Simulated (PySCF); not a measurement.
# C2H6GeOS: the cost of one run

Computed with PySCF 2.14.0, with density-fitted response routines of our own, on a single molecule in the gas phase. Atoms count from 0, in the outputs and in this text.

**1. The molecule as given**

11 atoms, charge 0, multiplicity 1; geometry from: GFN2-xTB. The atoms were then displaced at random by about 0.01 Å, so the start is not that level's minimum.

Bonds of the start (Å): C0–C1 1.46, C1–O2 1.19, C1–Ge3 2.06, Ge3–S4 2.16, C0–H5 1.12, C0–H6 1.09, C0–H7 1.07, Ge3–H8 1.50, Ge3–H9 1.52, S4–H10 1.34.

**2. Relaxing the molecule at PBE0-D3(BJ)/def2-SVP**

The job: settings as JSON, then the geometry in Å.

```
{"job": {"xc": "PBE0", "basis": "def2-SVP", "d3": "d3bj", "grid": 1, "shake": 0.01, "kind": "geom"}, "charge": 0, "multiplicity": 1}
C     -1.718400    -0.364700     0.034180
C     -0.315510    -0.472440     0.434980
O      0.066530    -1.202130     1.296590
Ge     1.072440     0.683900    -0.560350
S      2.990450     0.267810     0.340540
H     -2.058700     0.693720     0.199510
H     -1.809790    -0.537270    -1.037710
H     -2.357740    -1.017960     0.584390
H      1.042210     0.379790    -2.025170
H      0.686610     2.155130    -0.471740
H      2.440000    -0.611680     1.189120
```

On the command line:

```sh
$ OMP_NUM_THREADS=1 python probes_run.py task.json out
```

The driver reads the jobs from task.json and runs them one after another.

Q: Estimate the wall time and peak memory of this first job on 1 thread of Arm Neoverse V1, shared host.

About 38 s, with a peak of 0.51 GiB.
